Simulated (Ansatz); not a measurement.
# C2H9ClFNSi2: how energies converge with the basis set

Aim: see how fast density functionals converge with the basis set for C2H9ClFNSi2.

Program: Ansatz 0.2.0, Gaussian basis. Level of theory: one geometry, several basis sets. These are calculated values, not measurements.

The runs, in order: PBE0-D4/def2-SVP; ωB97M-V/def2-SVP; PBE0-D4/def2-QZVPP; ωB97M-V/def2-QZVPP; the functionals' def2-TZVPP values are taken from earlier runs.

1 further run of the same task is left out (it didn't finish).

## Step 1: The geometry

All runs share one geometry, relaxed beforehand with PBE0-D4 in a triple-zeta def2 set.

SMILES `CN([SiH2]Cl)[SiH](C)F`, 16 atoms, charge 0, spin multiplicity 1.

Atoms are counted from 1 here; the program's logs count them from 0.

Bond lengths: C1–N2 1.467 Å, C1–H8 1.094 Å, C1–H9 1.094 Å, C1–H10 1.092 Å, N2–Si3 1.713 Å, N2–Si5 1.721 Å, Si3–Cl4 2.063 Å, Si3–H11 1.481 Å, Si3–H12 1.477 Å, Si5–C6 1.852 Å, Si5–F7 1.604 Å, Si5–H13 1.480 Å, C6–H14 1.093 Å, C6–H15 1.092 Å, C6–H16 1.092 Å. Angles: N2–C1–H8 111.9°, N2–C1–H9 110.5°, N2–C1–H10 110.8°, H8–C1–H9 108.0°, H8–C1–H10 108.3°, H9–C1–H10 107.2°, C1–N2–Si3 116.4°, C1–N2–Si5 118.9°, Si3–N2–Si5 123.9°, N2–Si3–Cl4 112.2°, N2–Si3–H11 109.2°, N2–Si3–H12 109.3°, Cl4–Si3–H11 105.3°, Cl4–Si3–H12 107.9°, H11–Si3–H12 112.9°, N2–Si5–C6 112.3°, N2–Si5–F7 110.4°, N2–Si5–H13 107.0° and more.

## Step 2: PBE0-D4 in def2-SVP

Input file in.yaml:

```yaml
crystal:
  periodic: [false, false, false]
  atoms:
    - {symbol: C, position_ang: [-0.531660, -1.141509, 1.027674]}
    - {symbol: N, position_ang: [0.406025, -0.309717, 0.266048]}
    - {symbol: Si, position_ang: [2.051020, -0.786646, 0.304440]}
    - {symbol: Cl, position_ang: [2.880985, -0.577028, 2.181670]}
    - {symbol: Si, position_ang: [-0.144085, 1.187969, -0.377980]}
    - {symbol: C, position_ang: [-1.708593, 1.001536, -1.351990]}
    - {symbol: F, position_ang: [-0.464332, 2.221657, 0.806587]}
    - {symbol: H, position_ang: [-0.593754, -0.830975, 2.074495]}
    - {symbol: H, position_ang: [-0.220845, -2.189978, 1.004325]}
    - {symbol: H, position_ang: [-1.533821, -1.091897, 0.595820]}
    - {symbol: H, position_ang: [2.147721, -2.231668, -0.006564]}
    - {symbol: H, position_ang: [2.825470, 0.055061, -0.629521]}
    - {symbol: H, position_ang: [0.970236, 1.754355, -1.169824]}
    - {symbol: H, position_ang: [-1.992286, 1.965020, -1.782528]}
    - {symbol: H, position_ang: [-2.539998, 0.662935, -0.729706]}
    - {symbol: H, position_ang: [-1.575083, 0.288385, -2.168747]}
basis:
  gaussian: {orbitals: def2-SVP}
hamiltonian: {xc: pbe0, dispersion: d4}
output: {orbitals: {seedname: orbitals}}
```

After this run come: ωB97M-V in def2-SVP; PBE0-D4 in def2-QZVPP; ωB97M-V in def2-QZVPP.

**Question.** What will the summary of the whole plan be? Wanted: PBE0-D4: double and triple zeta above quadruple; ωB97M-V: double and triple zeta above quadruple.

**Answer**, as computed:

| quantity | value |
| --- | --- |
| PBE0-D4: double and triple zeta above quadruple | 19.05, 1.29 eV |
| ωB97M-V: double and triple zeta above quadruple | 19.23, 1.21 eV |

What this shows: PBE0-D4 gains 17.75 eV from double to triple zeta, then 1.29 eV more. These are total energies; as a rule much of such shifts cancels in differences, which this series doesn't test. The LUMO of ωB97M-V is positive and keeps falling with the basis (2.93 to 1.49 eV): an unbound level that the basis holds in place.
